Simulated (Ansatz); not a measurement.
# C₂H₄Br₂: one species, many methods

An exercise on one series of results from a longer session: the logs are not shown, and one member is left open.

Program: Ansatz 0.2.0, Gaussian basis. Level of theory: functionals in def2-TZVPP, the program's frozen cores in correlated methods. These are calculated values, not measurements.

The runs, in order: PBE-D4, r2SCAN-D4, PBE0-D4, B3LYP-D4, ωB97X-V, ωB97M-V, B2PLYP; CCSD(T)/def2-TZVPP; MP2/def2-QZVPP; extrapolation to the limit.

### The relaxed structure

An earlier PBE0-D4 in a triple-zeta def2 set relaxation fixed the geometry.

8 atoms, charge 0, spin multiplicity 1.

Atoms are counted from 1 here; the program's logs count them from 0.

Bond lengths: Br1–C2 1.948 Å, C2–C3 1.500 Å, C2–H5 1.087 Å, C2–H6 1.087 Å, C3–Br4 1.948 Å, C3–H7 1.087 Å, C3–H8 1.087 Å. Angles: Br1–C2–C3 109.0°, Br1–C2–H5 106.6°, Br1–C2–H6 106.6°, C3–C2–H5 112.2°, C3–C2–H6 112.2°, H5–C2–H6 110.0°, C2–C3–Br4 109.0°, C2–C3–H7 112.2°, C2–C3–H8 112.2°, Br4–C3–H7 106.6°, Br4–C3–H8 106.6°, H7–C3–H8 110.0°.

The first run:

Contents of in.yaml:

```yaml
crystal:
  periodic: [false, false, false]
  atoms:
    - {symbol: Br, position_ang: [-1.170091, 1.594268, -1.181037]}
    - {symbol: C, position_ang: [0.283497, 0.600698, -0.348527]}
    - {symbol: C, position_ang: [-0.283497, -0.600741, 0.348466]}
    - {symbol: Br, position_ang: [1.170044, -1.593982, 1.181435]}
    - {symbol: H, position_ang: [0.969164, 0.327226, -1.146549]}
    - {symbol: H, position_ang: [0.770851, 1.284366, 0.342011]}
    - {symbol: H, position_ang: [-0.969386, -0.327272, 1.146296]}
    - {symbol: H, position_ang: [-0.770592, -1.284563, -0.342105]}
basis:
  gaussian: {orbitals: def2-TZVPP}
hamiltonian: {xc: pbe, dispersion: d4}
output: {forces: true, orbitals: {seedname: orbitals}}
```

The run is started by

```console
$ ansatz run in.yaml --threads 2 --pin off --events-out ev --progress --plain --max-ram 32768MiB --backend cpu
```

Steps of the session up to this table: PBE-D4 (GGA); r2SCAN-D4 (meta-GGA); PBE0-D4 (hybrid); B3LYP-D4 (hybrid); ωB97X-V (range-separated); ωB97M-V (range-separated); B2PLYP (double hybrid); CCSD(T) in def2-TZVPP; MP2 in def2-QZVPP.

One table of the session follows, with a row left open; its other results are not shown here.

It belongs to the step «Atomisation energies». 

```
            method  atomisation energy (kJ/mol)
            PBE-D4                       2780.6
         r2SCAN-D4                       2726.3
           PBE0-D4                       2736.9
          B3LYP-D4                       2699.2
           ωB97X-V                       2708.6
           ωB97M-V                            ?
            B2PLYP                       2676.6
     HF/def2-TZVPP                       1971.5
    MP2/def2-TZVPP                       2701.8
   CCSD/def2-TZVPP                       2605.4
CCSD(T)/def2-TZVPP                       2651.3
           MP2/CBS                       2774.9
       CCSD(T)/CBS                       2724.4
```

**Question.** Estimate the row for ωB97M-V.

The run gave: atomisation energy (kJ/mol): 2705.3. In the column «atomisation energy (kJ/mol)» it lies between MP2/def2-TZVPP (2701.8) and ωB97X-V (2708.6).
